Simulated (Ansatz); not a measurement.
# AlGeHO (triplet): wave-function methods side by side, cc-pVDZ

How much of the correlation energy of AlGeHO (triplet) does each wave-function method recover here?

The runs use Ansatz 0.2.0, Gaussian basis; cc-pVDZ, core rule «outside noble gas», up to 20 orbitals frozen.

To be run: UHF; CCSD(T) on ROHF; CCSD(T) on UHF; BCCD(T) on ROHF; CISD as a restricted active space (open shells left free, so some higher excitations enter); CCSDT(Q) on ROHF; CCSDT(Q) on UHF; CASSCF and MRCISD+Q, 10 electrons in 10 orbitals; CASSCF and NEVPT2, 10 electrons in 10 orbitals.

24 further runs of the same task are left out: 6 that didn't finish, 18 set aside as unsound or not needed. Runs told in other sessions of the task aren't counted.

## 1. The system

The geometry is a PBE0/def2-TZVP stationary point (not a proven minimum). No spin-orbit coupling is included. The filled d shell of Ge may be among the frozen orbitals whatever the setting's name suggests.

4 atoms, charge 0, spin multiplicity 3.

Atoms are counted from 1 here; the program's logs count them from 0.

Bond lengths: Al1–Ge2 2.419 Å, Al1–O3 1.651 Å, O3–H4 0.948 Å. Angles: Ge2–Al1–O3 180.0°, Al1–O3–H4 180.0°.

## 2. UHF

The input, in.yaml:

```yaml
crystal:
  periodic: [false, false, false]
  atoms:
    - {symbol: Al, position_ang: [0.000000, 0.000000, -0.457800]}
    - {symbol: Ge, position_ang: [0.000000, 0.000000, -2.877000]}
    - {symbol: O, position_ang: [0.000000, 0.000000, 1.193600]}
    - {symbol: H, position_ang: [0.000000, 0.000000, 2.141200]}
basis:
  gaussian: {orbitals: cc-pVDZ}
magnetization: {spin_polarized: true, initial_magnetization: 2}
hamiltonian: {xc: hf}
output: {orbitals: {seedname: orbitals}}
```

Run with:

```
$ ansatz run in.yaml --threads 1 --pin off --events-out ev --progress --plain --max-ram 2393MiB
```

Further steps of the session: CCSD(T) on ROHF; CCSD(T) on UHF; BCCD(T) on ROHF; CISD as a restricted active space (open shells left free, so some higher excitations enter); CCSDT(Q) on ROHF; CCSDT(Q) on UHF; CASSCF and MRCISD+Q, 10 electrons in 10 orbitals; CASSCF and NEVPT2, 10 electrons in 10 orbitals.

Q: Predict the results of all the runs planned. Wanted: UCCSDT(Q) from the RHF energy; RMP2 from UCCSDT(Q); UMP2 from UCCSDT(Q); RCCSD from UCCSDT(Q); RCCSD(T) from UCCSDT(Q); UCCSD(T) from UCCSDT(Q); RCCSDT(Q) from UCCSDT(Q); MRCISD+Q frontier from UCCSDT(Q); T1 diagnostic.

The runs gave:

| quantity | value |
| --- | --- |
| UCCSDT(Q) from the ROHF energy | -9.0398 eV |
| RMP2 from UCCSDT(Q) | +94.6 kJ/mol |
| UMP2 from UCCSDT(Q) | +96.6 kJ/mol |
| RCCSD from UCCSDT(Q) | +31.1 kJ/mol |
| RCCSD(T) from UCCSDT(Q) | +6.7 kJ/mol |
| UCCSD(T) from UCCSDT(Q) | +6.3 kJ/mol |
| RCCSDT(Q) from UCCSDT(Q) | +0.8 kJ/mol |
| MRCISD+Q frontier from UCCSDT(Q) | +9.5 kJ/mol |
| levels within 1 kcal/mol (43 meV) | RCCSDT, UCCSDT, RCCSDT(Q) |
| T1 diagnostic | 0.020 |

In words: RCCSD(T) lands +6.7 kJ/mol from the yardstick (0.8 % of the correlation energy). These misses are within one basis, not against nature; the frozen cores of restricted and unrestricted runs differ, which can shift their rows.

With open shells the CI space here admits some higher excitations, so it is larger than plain CISD.
